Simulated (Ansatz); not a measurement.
**CsMgF3: a trial structure relaxed**

Where does CsMgF3 go from the start given, structure listed in a database for this formula (Pm-3m, No. 221)?

Computed with Ansatz 0.2.0 (DFT r2SCAN, scalar-relativistic, plane waves, PAW, unless a step's input says otherwise).

## 1. The system as given

It takes space group Pm-3m (No. 221, cubic). The conventional cell has a = 4.252 Å, b = 4.252 Å, c = 4.252 Å, α = 90.00°, β = 90.00°, γ = 90.00°. Cs (site symmetry m-3m) has 12 F at 3.01 Å as nearest neighbours. Around Mg (site symmetry m-3m) lie 6 F at 2.13 Å. F (site symmetry 4/mmm) is surrounded by 2 Mg at 2.13 Å and 4 Cs at 3.01 Å.

As a file:

```cif
data_structure
_symmetry_space_group_name_H-M 'Pm-3m'
_symmetry_Int_Tables_number 221
_cell_length_a 4.2523
_cell_length_b 4.2523
_cell_length_c 4.2523
_cell_angle_alpha 90.000
_cell_angle_beta 90.000
_cell_angle_gamma 90.000
_cell_volume 76.89
loop_
_atom_site_label
_atom_site_type_symbol
_atom_site_symmetry_multiplicity
_atom_site_Wyckoff_symbol
_atom_site_fract_x
_atom_site_fract_y
_atom_site_fract_z
_atom_site_occupancy
Cs1 Cs 1 a 0.00000 0.00000 0.00000 1
Mg1 Mg 1 b 0.50000 0.50000 0.50000 1
F1 F 3 c 0.00000 0.50000 0.50000 1
```

(A quick probe on a coarse mesh, which set the mesh and smearing, is not shown.)

## 3. The relaxation

The input, input.yaml:

```yaml
crystal:
  lattice:
    - [4.252307, 0.0, 0.0]
    - [0.0, 4.252307, 0.0]
    - [0.0, 0.0, 4.252307]
  atoms:
    - { symbol: Cs, position: [0.0, 0.0, 0.0] }
    - { symbol: Mg, position: [0.5, 0.5, 0.5] }
    - { symbol: F, position: [0.0, 0.5, 0.5] }
    - { symbol: F, position: [0.5, 0.0, 0.5] }
    - { symbol: F, position: [0.5, 0.5, 0.0] }
basis:
  ecutwfc: 500
kpoints:
  mp_grid: { grid: [6, 6, 6] }
hamiltonian:
  xc: r2scan
scf:
  occupations: { method: gaussian, width: 0.02 }
output:
  forces: true
  stress: true
  eigenvalues: true
relax:
  adjacent_minimum: "off"
  f_tol: 0.01
  max_steps: 80
  cell: { stress_tol: 0.05 }
```

Run with:

```sh
> ansatz run input.yaml --threads 1 --pin off --max-ram 2560MiB --backend cpu --events-out ev --progress --plain --runs-dir out
```

**Question.** What will these runs give?

**Answer**, as computed:

Formation energies count from the elements, computed with the same settings in runs not shown here.

```
                          quantity                                                                      value
                              cell  a = 4.193 Å, b = 4.193 Å, c = 4.193 Å, α = 90.00°, β = 90.00°, γ = 90.00°
                       space group                                                            Pm-3m (No. 221)
                            volume                                                              14.75 Å³/atom
                   gap on the mesh                                                                    8.00 eV
formation energy from the elements                                                             -3.456 eV/atom
```

The space group stayed Pm-3m, and from the first guess the volume went from 15.38 to 14.75 Å³/atom. With -3.46 eV/atom it lies under the elements, which doesn't yet make it stable against other compounds of them.

The gaps are Kohn-Sham values of a semilocal functional, not quasiparticle or optical gaps. Such gaps usually fall short of the measured ones.
